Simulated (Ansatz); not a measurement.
# Co: the cost of one run

Program: Ansatz 0.2.0. Level of theory: DFT r²SCAN, scalar-relativistic, plane waves, PAW (the target; the first runs use scalar-relativistic PBE). These are calculated values, not measurements.

1 further run of the same task is left out (it didn't finish).

## (1) The starting structure

It takes space group P6_3/mmc (No. 194, hexagonal). The conventional cell has a = 2.510 Å, b = 2.510 Å, c = 4.071 Å, α = 90.00°, β = 90.00°, γ = 120.00°. Co (site symmetry -6m2) is surrounded by 12 Co at 2.50 to 2.51 Å.

As a file:

```cif
data_structure
_symmetry_space_group_name_H-M 'P6_3/mmc'
_symmetry_Int_Tables_number 194
_cell_length_a 2.5100
_cell_length_b 2.5100
_cell_length_c 4.0712
_cell_angle_alpha 90.000
_cell_angle_beta 90.000
_cell_angle_gamma 120.000
_cell_volume 22.21
loop_
_atom_site_label
_atom_site_type_symbol
_atom_site_symmetry_multiplicity
_atom_site_Wyckoff_symbol
_atom_site_fract_x
_atom_site_fract_y
_atom_site_fract_z
_atom_site_occupancy
Co1 Co 2 d 0.33333 0.66667 0.75000 1
```

The moments start at Co 1.50 μB.

## (2) Full relaxation (PBE, 10×10×6 mesh)

The input, input.yaml:

```yaml
crystal:
  lattice:
    - [2.51, 0.0, 0.0]
    - [-1.255, 2.1737237635, 0.0]
    - [0.0, 0.0, 4.07122]
  atoms:
    - { symbol: Co, position: [0.3333333333, 0.6666666667, 0.75], spin: 1.5 }
    - { symbol: Co, position: [0.6666666667, 0.3333333333, 0.25], spin: 1.5 }
basis:
  ecutwfc: 420
  ecutrho_ratio: 4
kpoints:
  mp_grid: { grid: [10, 10, 6] }
hamiltonian:
  xc: pbe
scf:
  occupations: { method: gaussian, width: 0.05 }
output:
  forces: true
  stress: true
  eigenvalues: true
  populations: true
magnetization:
  spin_polarized: true
relax:
  f_tol: 0.03
  max_steps: 60
  cell: { stress_tol: 0.3 }
```

**Question.** How long does this run take on 8 threads of an Arm CPU, shared host, and how much memory does it need?

About 5.3 s, with a peak of 0.37 GiB.
